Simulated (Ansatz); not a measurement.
Crystal: Hf2Pd2Se2Br2O3.

```
Hf Pd Se Br O
1.0
     5.75899    0.00000    0.00000
    -2.87949    4.98743    0.00000
     0.00000    0.00000    8.52547
Hf Pd Se Br O
2 2 2 2 3
Direct
  0.33333 0.66667 0.54201
  0.66667 0.33333 0.54201
  0.33333 0.66667 0.12880
  0.66667 0.33333 0.12880
  0.33333 0.66667 0.85572
  0.66667 0.33333 0.85572
  0.00000 0.00000 0.13895
  0.00000 0.00000 0.65384
  0.50000 0.00000 0.42963
  0.00000 0.50000 0.42963
  0.50000 0.50000 0.42963
```

The cell was built by a generator and needn't be a form met in nature.

Base run:

- Program: Ansatz 0.2.0
- Functional: PBE
- Potentials or basis: Ansatz PAW
- Cutoff: 420 eV (not typed: the program's choice for these potentials)
- k mesh: 6 × 6 × 3
- Occupations: fermi-dirac, width 0.05 eV
- Spin: no spin polarisation
- Hubbard terms: Hf d U = 4 eV, Pd d U = 4 eV

Its results: band gap on the k mesh none (metal or under the smearing width); pressure 1.7 GPa; largest force 0.523 eV/Å.

Problem. The run is repeated on the same cell with these changes: hubbard terms from Hf d U = 4 eV, Pd d U = 4 eV to Hf d U = 6 eV, Pd d U = 6 eV. What comes out?

Solution. Band gap on the k mesh none (metal or under the smearing width); pressure 2.9 GPa; largest force 0.786 eV/Å.

Caveats: U without spin polarisation on a metal has little footing.
